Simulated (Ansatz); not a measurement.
**C2H6OSi: one species, many methods**

The task here is to estimate one member of a computed series from the others.

Computed with Ansatz 0.2.0, Gaussian basis. Level: functionals in def2-TZVPP, the program's frozen cores in correlated methods.

The runs, in order: LDA (SPW92), PBE-D4, revPBE-D4, BLYP-D4, r2SCAN-D4, B97M-V, PBE0-D4, B3LYP-D4, r2SCANh-D4, r2SCAN0-D4, HSE06-D4, BHLYP-D4, CAM-B3LYP-D4, LC-ωPBE, ωB97X-V, ωB97M-V, B2PLYP, PBE-QIDH; CCSD(T)/def2-SVP; CCSD(T)/def2-TZVPP; MP2/def2-QZVPP; extrapolation to the limit; RPA on PBE.

## The geometry

An earlier PBE0-D4 in a triple-zeta def2 set relaxation fixed the geometry.

SMILES `C1OC[SiH2]1`, 10 atoms, charge 0, spin multiplicity 1.

Atoms are counted from 1 here; the program's logs count them from 0.

Bond lengths: C1–O2 1.442 Å, C1–Si4 1.893 Å, C1–H5 1.096 Å, C1–H6 1.093 Å, O2–C3 1.442 Å, C3–Si4 1.893 Å, C3–H7 1.096 Å, C3–H8 1.093 Å, Si4–H9 1.488 Å, Si4–H10 1.489 Å. Angles: O2–C1–Si4 90.3°, O2–C1–H5 111.1°, O2–C1–H6 110.6°, Si4–C1–H5 116.1°, Si4–C1–H6 118.8°, H5–C1–H6 108.5°, C1–O2–C3 104.2°, O2–C3–Si4 90.3°, O2–C3–H7 111.1°, O2–C3–H8 110.6°, Si4–C3–H7 116.1°, Si4–C3–H8 118.8°, H7–C3–H8 108.5°, C1–Si4–C3 73.9°, C1–Si4–H9 116.5°, C1–Si4–H10 119.2°, C3–Si4–H9 116.5°, C3–Si4–H10 119.2° and more.

As a file:

```mol
C2H6OSi
  3D, bonds by distance, orders not assigned

 10 10  0  0  0  0  0  0  0  0999 V2000
   -0.8884    0.5684   -0.6213 C   0  0
   -0.8538   -0.8727   -0.5751 O   0  0
    0.3752   -1.1762    0.1162 C   0  0
    0.5894    0.6518    0.5588 Si  0  0
   -0.7143    0.9347   -1.6396 H   0  0
   -1.8576    0.9404   -0.2791 H   0  0
    1.1196   -1.5975   -0.5693 H   0  0
    0.1963   -1.8954    0.9196 H   0  0
    0.2933    1.0324    1.9663 H   0  0
    1.8236    1.3629    0.1263 H   0  0
  1  2  8  0
  2  3  8  0
  3  4  8  0
  1  5  8  0
  1  6  8  0
  3  7  8  0
  3  8  8  0
  4  9  8  0
  4 10  8  0
  1  4  8  0
M  END
```

The first run:

File in.yaml:

```yaml
crystal:
  periodic: [false, false, false]
  atoms:
    - {symbol: C, position_ang: [-0.888419, 0.568438, -0.621282]}
    - {symbol: O, position_ang: [-0.853771, -0.872697, -0.575070]}
    - {symbol: C, position_ang: [0.375162, -1.176245, 0.116167]}
    - {symbol: Si, position_ang: [0.589422, 0.651785, 0.558781]}
    - {symbol: H, position_ang: [-0.714324, 0.934732, -1.639585]}
    - {symbol: H, position_ang: [-1.857564, 0.940394, -0.279105]}
    - {symbol: H, position_ang: [1.119586, -1.597453, -0.569280]}
    - {symbol: H, position_ang: [0.196274, -1.895442, 0.919556]}
    - {symbol: H, position_ang: [0.293266, 1.032383, 1.966327]}
    - {symbol: H, position_ang: [1.823567, 1.362904, 0.126290]}
basis:
  gaussian: {orbitals: def2-TZVPP}
hamiltonian: {xc: lda}
output: {orbitals: {seedname: orbitals}}
```

Started as:

```sh
> ansatz run in.yaml --threads 2 --pin off --events-out ev --progress --plain --max-ram 4352MiB
```

Steps of the session up to this table: LDA; PBE-D4 (GGA); revPBE-D4 (GGA); BLYP-D4 (GGA); r2SCAN-D4 (meta-GGA); B97M-V (meta-GGA); B3LYP-D4 (hybrid); r2SCANh-D4 (hybrid); r2SCAN0-D4 (hybrid); HSE06-D4 (hybrid); BHLYP-D4 (hybrid); CAM-B3LYP-D4 (range-separated); LC-ωPBE (range-separated); ωB97X-V (range-separated); ωB97M-V (range-separated); B2PLYP (double hybrid); PBE-QIDH (double hybrid).

One of the session's tables, all rows but one given; the rest of the session is left out.

It belongs to the step «Frontier levels by functional». 

```
  functional  HOMO (eV)  gap (eV)
 LDA (SPW92)      -5.82      4.71
      PBE-D4      -5.72      4.82
   revPBE-D4      -5.68      4.86
     BLYP-D4      -5.63      4.82
   r2SCAN-D4      -6.02      5.48
      B97M-V      -6.22      5.48
     PBE0-D4      -7.28      7.21
    B3LYP-D4      -7.03      6.72
  r2SCANh-D4      -6.61      6.36
  r2SCAN0-D4      -7.49      7.65
    HSE06-D4          ?         ?
    BHLYP-D4      -8.76      9.46
CAM-B3LYP-D4      -8.69      9.54
     LC-ωPBE     -10.01     12.02
     ωB97X-V      -9.71     11.58
     ωB97M-V      -9.65     11.16
```

**Question.** Estimate the row for HSE06-D4.

The run gave: HOMO (eV): -6.88; gap (eV): 6.43. In the column «HOMO (eV)» it lies between B3LYP-D4 (-7.03) and r2SCANh-D4 (-6.61).
